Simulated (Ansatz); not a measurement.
Program: Ansatz.

input.yaml

```yaml
crystal:
  lattice:
    - [7.205315, 0.0, 0.0]
    - [0.0, 7.205315, 0.0]
    - [0.0, 0.0, 7.205315]
  atoms:
    - { symbol: Li, position: [0.19042871, -0.06555465, 0.07461028] }
    - { symbol: Li, position: [0.57371704, 0.02346431, 0.04271603] }
    - { symbol: Li, position: [0.1265892, 0.52827271, -0.1349801] }
    - { symbol: Li, position: [0.14371717, -0.09909249, 0.48780866] }
    - { symbol: Li, position: [0.34027939, 0.40598954, 0.19387227] }
    - { symbol: Li, position: [0.58403446, 0.48438944, -0.06180664] }
    - { symbol: Li, position: [0.56576285, 0.09171873, 0.48242314] }
    - { symbol: Li, position: [0.91880564, 0.27975567, 0.18628061] }
    - { symbol: Li, position: [0.1309953, 0.54836072, 0.48226603] }
    - { symbol: Li, position: [0.50965313, 0.68572818, 0.28638692] }
    - { symbol: Li, position: [0.28637113, 0.1804242, 0.744828] }
    - { symbol: Li, position: [0.52840341, 0.48011197, 0.56437528] }
    - { symbol: Li, position: [0.90279332, 0.6448354, 0.2098874] }
    - { symbol: Li, position: [0.88640067, 0.2832168, 0.62731018] }
    - { symbol: Li, position: [0.41888213, 0.80201646, 0.79971395] }
    - { symbol: Li, position: [0.79714298, 0.70580062, 0.67851344] }
basis:
  ecutwfc: 30.0
kpoints:
  mp_grid: { grid: [3, 3, 3] }
hamiltonian:
  xc: lda
scf:
  occupations: { method: fermi_dirac, width: 0.1 }
  lower_state_search: "off"
  max_iter: 80
md:
  timestep: 1
  n_steps: 25
  ensemble: nvt_langevin
  temperature: 720.0
  initial_velocities: maxwell_boltzmann
  seed: 557734
  friction: 0.02
```

Launched with:

```bash
$ ansatz run input.yaml --threads 2 --pin off --max-ram 5120MiB --backend cpu --events-out ev --progress --plain --runs-dir out
```

Problem. What happens when this is run, and what is wrong with the input?

Solution. All steps were run.

```
md step     0: t =     0.00 fs  T =   675.0 K  F+E_penalty+E_count = -2413.84941804 eV  E_kin = 1.396008 eV  (9 SCF iters)
md step     1: t =     1.00 fs  T =   648.3 K  F+E_penalty+E_count = -2413.80723851 eV  E_kin = 1.340747 eV  (7 SCF iters)
md step     2: t =     2.00 fs  T =   579.7 K  F+E_penalty+E_count = -2413.77233854 eV  E_kin = 1.198908 eV  (7 SCF iters)
md step     3: t =     3.00 fs  T =   596.0 K  F+E_penalty+E_count = -2413.74248562 eV  E_kin = 1.232537 eV  (7 SCF iters)
md step     4: t =     4.00 fs  T =   588.6 K  F+E_penalty+E_count = -2413.71443273 eV  E_kin = 1.217391 eV  (7 SCF iters)
md step     5: t =     5.00 fs  T =   602.6 K  F+E_penalty+E_count = -2413.68763633 eV  E_kin = 1.246351 eV  (6 SCF iters)
md step     6: t =     6.00 fs  T =   611.3 K  F+E_penalty+E_count = -2413.66567005 eV  E_kin = 1.264176 eV  (6 SCF iters)
md step     7: t =     7.00 fs  T =   599.3 K  F+E_penalty+E_count = -2413.65328054 eV  E_kin = 1.239528 eV  (6 SCF iters)
md step     8: t =     8.00 fs  T =   645.2 K  F+E_penalty+E_count = -2413.65109272 eV  E_kin = 1.334346 eV  (6 SCF iters)
md step     9: t =     9.00 fs  T =   652.0 K  F+E_penalty+E_count = -2413.66065155 eV  E_kin = 1.348407 eV  (6 SCF iters)
md step    10: t =    10.00 fs  T =   618.4 K  F+E_penalty+E_count = -2413.68441471 eV  E_kin = 1.279045 eV  (7 SCF iters)
md step    11: t =    11.00 fs  T =   578.1 K  F+E_penalty+E_count = -2413.72238202 eV  E_kin = 1.195654 eV  (6 SCF iters)
md step    12: t =    12.00 fs  T =   563.0 K  F+E_penalty+E_count = -2413.76859783 eV  E_kin = 1.164380 eV  (6 SCF iters)
md step    13: t =    13.00 fs  T =   529.7 K  F+E_penalty+E_count = -2413.82284813 eV  E_kin = 1.095535 eV  (5 SCF iters)
md step    14: t =    14.00 fs  T =   598.0 K  F+E_penalty+E_count = -2413.88579359 eV  E_kin = 1.236813 eV  (5 SCF iters)
md step    15: t =    15.00 fs  T =   735.9 K  F+E_penalty+E_count = -2413.95620390 eV  E_kin = 1.521900 eV  (5 SCF iters)
md step    16: t =    16.00 fs  T =   750.2 K  F+E_penalty+E_count = -2414.03156318 eV  E_kin = 1.551458 eV  (5 SCF iters)
md step    17: t =    17.00 fs  T =   721.9 K  F+E_penalty+E_count = -2414.10867125 eV  E_kin = 1.493076 eV  (6 SCF iters)
md step    18: t =    18.00 fs  T =   749.9 K  F+E_penalty+E_count = -2414.18444307 eV  E_kin = 1.550886 eV  (5 SCF iters)
md step    19: t =    19.00 fs  T =   811.2 K  F+E_penalty+E_count = -2414.25201518 eV  E_kin = 1.677723 eV  (5 SCF iters)
md step    20: t =    20.00 fs  T =   830.2 K  F+E_penalty+E_count = -2414.31005025 eV  E_kin = 1.716929 eV  (7 SCF iters)
md step    21: t =    21.00 fs  T =   877.0 K  F+E_penalty+E_count = -2414.36000763 eV  E_kin = 1.813767 eV  (5 SCF iters)
md step    22: t =    22.00 fs  T =   897.0 K  F+E_penalty+E_count = -2414.40233503 eV  E_kin = 1.855208 eV  (5 SCF iters)
md step    23: t =    23.00 fs  T =   942.4 K  F+E_penalty+E_count = -2414.43924214 eV  E_kin = 1.948986 eV  (6 SCF iters)
md step    24: t =    24.00 fs  T =   937.3 K  F+E_penalty+E_count = -2414.47677947 eV  E_kin = 1.938413 eV  (5 SCF iters)
md step    25: t =    25.00 fs  T =  1099.8 K  F+E_penalty+E_count = -2414.51893760 eV  E_kin = 2.274529 eV  (7 SCF iters)
```
